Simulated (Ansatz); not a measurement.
# GeH₉NSi₂: one species, many methods

How much do the methods differ for GeH₉NSi₂? The plan is to run it at one geometry with functionals of several rungs and with coupled cluster. The yardstick is the atomisation energy at the CCSD(T) limit.

The runs use Ansatz 0.2.0, Gaussian basis; functionals in def2-TZVPP, the program's frozen cores in correlated methods.

Plan: LDA (SPW92), PBE-D4, revPBE-D4, BLYP-D4, r2SCAN-D4, B97M-V, PBE0-D4, B3LYP-D4, r2SCANh-D4, r2SCAN0-D4, HSE06-D4, BHLYP-D4, CAM-B3LYP-D4, LC-ωPBE, ωB97X-V, ωB97M-V, B2PLYP, PBE-QIDH; CCSD(T)/def2-SVP; CCSD(T)/def2-TZVPP; MP2/def2-QZVPP; extrapolation to the limit; RPA on PBE.

**1. The geometry**

All runs share one geometry, relaxed beforehand with PBE0-D4 in a triple-zeta def2 set.

SMILES `[SiH3][N]([SiH3])[GeH3]`, 13 atoms, charge 0, spin multiplicity 1.

Atoms are counted from 1 here; the program's logs count them from 0.

Bond lengths: Si1–N2 1.728 Å, Si1–H5 1.490 Å, Si1–H6 1.486 Å, Si1–H7 1.489 Å, N2–Si3 1.728 Å, N2–Ge4 1.858 Å, Si3–H8 1.490 Å, Si3–H9 1.489 Å, Si3–H10 1.485 Å, Ge4–H11 1.537 Å, Ge4–H12 1.537 Å, Ge4–H13 1.537 Å. Angles: N2–Si1–H5 112.2°, N2–Si1–H6 108.7°, N2–Si1–H7 110.2°, H5–Si1–H6 108.8°, H5–Si1–H7 107.2°, H6–Si1–H7 109.7°, Si1–N2–Si3 124.1°, Si1–N2–Ge4 118.0°, Si3–N2–Ge4 117.7°, N2–Si3–H8 112.6°, N2–Si3–H9 108.7°, N2–Si3–H10 109.8°, H8–Si3–H9 107.4°, H8–Si3–H10 108.5°, H9–Si3–H10 109.8°, N2–Ge4–H11 107.2°, N2–Ge4–H12 108.4°, N2–Ge4–H13 109.6° and more.

**2. LDA**

This LDA is Slater exchange with PW92 correlation.

File in.yaml:

```yaml
crystal:
  periodic: [false, false, false]
  atoms:
    - {symbol: Si, position_ang: [-0.721186, 1.366435, -0.848539]}
    - {symbol: N, position_ang: [0.026055, 0.075082, 0.023080]}
    - {symbol: Si, position_ang: [0.523720, 0.181022, 1.674345]}
    - {symbol: Ge, position_ang: [0.208921, -1.564336, -0.831260]}
    - {symbol: H, position_ang: [-2.179020, 1.138574, -1.052916]}
    - {symbol: H, position_ang: [-0.537377, 2.627317, -0.083940]}
    - {symbol: H, position_ang: [-0.102596, 1.503000, -2.196081]}
    - {symbol: H, position_ang: [-0.527554, -0.287347, 2.620638]}
    - {symbol: H, position_ang: [1.718132, -0.686862, 1.870895]}
    - {symbol: H, position_ang: [0.863761, 1.587946, 2.008063]}
    - {symbol: H, position_ang: [-0.762525, -1.565695, -2.022070]}
    - {symbol: H, position_ang: [-0.147561, -2.675720, 0.169185]}
    - {symbol: H, position_ang: [1.657732, -1.734215, -1.316399]}
basis:
  gaussian: {orbitals: def2-TZVPP}
hamiltonian: {xc: lda}
output: {orbitals: {seedname: orbitals}}
```

Run with:

```bash
> ansatz run in.yaml --threads 4 --pin off --events-out ev --progress --plain --max-ram 10444MiB
```

After this run come: PBE-D4 (GGA); revPBE-D4 (GGA); BLYP-D4 (GGA); r2SCAN-D4 (meta-GGA); B97M-V (meta-GGA); B3LYP-D4 (hybrid); r2SCANh-D4 (hybrid); r2SCAN0-D4 (hybrid); HSE06-D4 (hybrid); BHLYP-D4 (hybrid); CAM-B3LYP-D4 (range-separated); LC-ωPBE (range-separated); ωB97X-V (range-separated); ωB97M-V (range-separated); B2PLYP (double hybrid); PBE-QIDH (double hybrid); CCSD(T) in def2-SVP; CCSD(T) in def2-TZVPP; MP2 in def2-QZVPP; RPA on PBE orbitals.

**Question.** What will the summary of the whole plan be? Wanted: atomisation energy, CCSD(T)/CBS; farthest beyond LDA; mean size of error, GGA; mean size of error, meta-GGA; mean size of error, hybrid; mean size of error, range-separated; mean size of error, double hybrid; gap, smallest and largest; T1 diagnostic.

**Answer**, as computed:

```
                               quantity                                                        value
        atomisation energy, CCSD(T)/CBS                                               931.4 kcal/mol
functionals within 9.3 kcal/mol (1.0 %)  r2SCAN-D4, B97M-V, B3LYP-D4, CAM-B3LYP-D4, ωB97X-V, ωB97M-V
                    farthest beyond LDA                                   revPBE-D4 (-31.4 kcal/mol)
                mean size of error, GGA                                                21.6 kcal/mol
           mean size of error, meta-GGA                                                 5.3 kcal/mol
             mean size of error, hybrid                                                14.6 kcal/mol
    mean size of error, range-separated                                                 7.3 kcal/mol
      mean size of error, double hybrid                                                18.0 kcal/mol
              gap, smallest and largest                    4.75 eV (LDA (SPW92)), 11.97 eV (LC-ωPBE)
                          T1 diagnostic                                                       0.0115
triples share of the correlation energy                                                        3.4 %
```

**Reading.** The LDA atomisation energy is off by 93.4 kcal/mol (10 %): it overbinds. PBE-D4 misses by -18.0 kcal/mol. Double hybrids carry the basis error of their MP2 part in triple zeta, and no dispersion term here, so their miss is partly the set-up's. The rungs meta-GGA, range-separated miss on average by less than the doubt on the reference (9.3 kcal/mol), so they tie. Misses under about 9.3 kcal/mol are within the doubt on the reference itself, which lacks core-valence correlation, relativity and higher excitations, and its outer-core shells are covered unevenly. Hartree-Fock recovers 74 % of the binding; the rest is correlation. CCSD(T) in def2-SVP is off by -68.9 kcal/mol, worse than the median functional, from the basis alone. Orbital gaps span 4.8 to 12.0 eV; exact exchange widens them. Correlated methods include outer-core shells of Ge, which these sets cover unevenly.
